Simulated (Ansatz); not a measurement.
# AlSi8NO16: the cost of one run

Method: DFT PBE, scalar-relativistic, plane waves, PAW, in Ansatz 0.2.0.

## (1) The structure to begin with

The cell holds 26 atoms (AlNO16Si8): a = 7.638 Å, b = 7.315 Å, c = 6.863 Å, α = 90.60°, β = 91.32°, γ = 92.31°.

1 Al, 1 N, 8 Si, 16 O were thrown into a skewed cell at random, at 1.00 times a reference volume of the solid, and pushed apart as soft spheres.

Coordinates:

```
CELL_PARAMETERS angstrom
7.63616 -0.15111 -0.08353
-0.15111 7.31330 -0.03818
-0.08353 -0.03818 6.86224
ATOMIC_POSITIONS crystal
Al 0.42784 0.65707 0.73499
N 0.54502 0.35261 0.53412
Si 0.54270 0.61119 0.27609
Si 0.60282 0.25561 0.00982
Si 0.19277 0.46246 0.94947
Si 0.21683 0.54194 0.42406
Si 0.08288 0.86876 0.08291
Si 0.01550 0.27333 0.21001
Si 0.07286 0.11572 0.80535
Si 0.36340 0.94312 0.33087
O 0.34816 0.48567 0.16531
O 0.20009 0.75463 0.33375
O 0.00756 0.37236 0.46784
O 0.34760 0.83996 0.96057
O 0.92083 0.37186 0.81828
O 0.03311 0.69493 0.90141
O 0.74943 0.65277 0.62073
O 0.66034 0.78463 0.15255
O 0.63877 0.50431 0.95713
O 0.43936 0.17520 0.80600
O 0.71832 0.27437 0.23838
O 0.93994 0.01557 0.20905
O 0.27984 0.22105 0.36267
O 0.50814 0.90846 0.56168
O 0.72571 0.94907 0.81814
O 0.21121 0.97696 0.65027
```

## (2) Stage at 4000 K

The cutoff is lowered while the worst contacts of the packing are taken out. One k point, a Fermi-Dirac width of 0.345 eV and a fixed cell.

input.yaml

```yaml
crystal:
  lattice:
    - [7.636161, -0.15111, -0.083526]
    - [-0.15111, 7.313301, -0.03818]
    - [-0.083526, -0.03818, 6.862245]
  atoms:
    - { symbol: Al, position: [0.4278365749, 0.6570664285, 0.7349893175] }
    - { symbol: "N", position: [0.54502117, 0.3526063892, 0.5341238256] }
    - { symbol: Si, position: [0.5427017887, 0.6111936715, 0.2760884629] }
    - { symbol: Si, position: [0.6028193186, 0.255606633, 0.0098205724] }
    - { symbol: Si, position: [0.1927748875, 0.4624589122, 0.9494710356] }
    - { symbol: Si, position: [0.2168301403, 0.5419355589, 0.4240569796] }
    - { symbol: Si, position: [0.0828836665, 0.8687575012, 0.0829063155] }
    - { symbol: Si, position: [0.0154986736, 0.2733322382, 0.2100113824] }
    - { symbol: Si, position: [0.0728623354, 0.1157197079, 0.805351443] }
    - { symbol: Si, position: [0.3634048264, 0.9431182203, 0.3308673374] }
    - { symbol: O, position: [0.3481623217, 0.4856709057, 0.1653061196] }
    - { symbol: O, position: [0.2000881108, 0.7546264629, 0.3337524235] }
    - { symbol: O, position: [0.0075608852, 0.3723646331, 0.4678397669] }
    - { symbol: O, position: [0.3476014622, 0.8399604949, 0.9605739219] }
    - { symbol: O, position: [0.9208331179, 0.3718640521, 0.8182756141] }
    - { symbol: O, position: [0.0331136873, 0.6949286565, 0.9014147729] }
    - { symbol: O, position: [0.7494341171, 0.6527709147, 0.6207268925] }
    - { symbol: O, position: [0.6603406807, 0.7846335289, 0.1525524831] }
    - { symbol: O, position: [0.638767896, 0.5043138351, 0.9571295221] }
    - { symbol: O, position: [0.4393605328, 0.1751983626, 0.805996747] }
    - { symbol: O, position: [0.718316358, 0.2743683015, 0.2383768975] }
    - { symbol: O, position: [0.939941631, 0.0155711794, 0.20904906] }
    - { symbol: O, position: [0.279844829, 0.2210544159, 0.362672243] }
    - { symbol: O, position: [0.5081402874, 0.9084640306, 0.561683715] }
    - { symbol: O, position: [0.7257097027, 0.9490698411, 0.8181382428] }
    - { symbol: O, position: [0.2112129567, 0.9769577637, 0.6502655542] }
  symmetry: { detect: false }
basis:
  ecutwfc: 320
  xc_grid: 1
kpoints:
  mp_grid: { grid: [1, 1, 1], shift: [0.25, 0.25, 0.25] }
hamiltonian:
  xc: pbe
scf:
  occupations: { method: fermi_dirac, width: 0.3447 }
  lower_state_search: "off"
  convergence: { dr2_threshold: 1.0e-05 }
output:
  forces: true
  stress: true
md:
  timestep: 2.0
  n_steps: 24
  ensemble: nvt_langevin
  friction: 0.03
  temperature: 4000.0
  initial_velocities: maxwell_boltzmann
  seed: 75541
```

Launch:

```sh
$ ansatz run input.yaml --threads 2 --pin off --max-ram 5120MiB --backend cpu --events-out ev --progress --plain --runs-dir out
```

Q: Estimate wall time and peak memory on 2 threads of Arm Neoverse V2, shared host.

About 44 s, with a peak of 0.63 GiB.
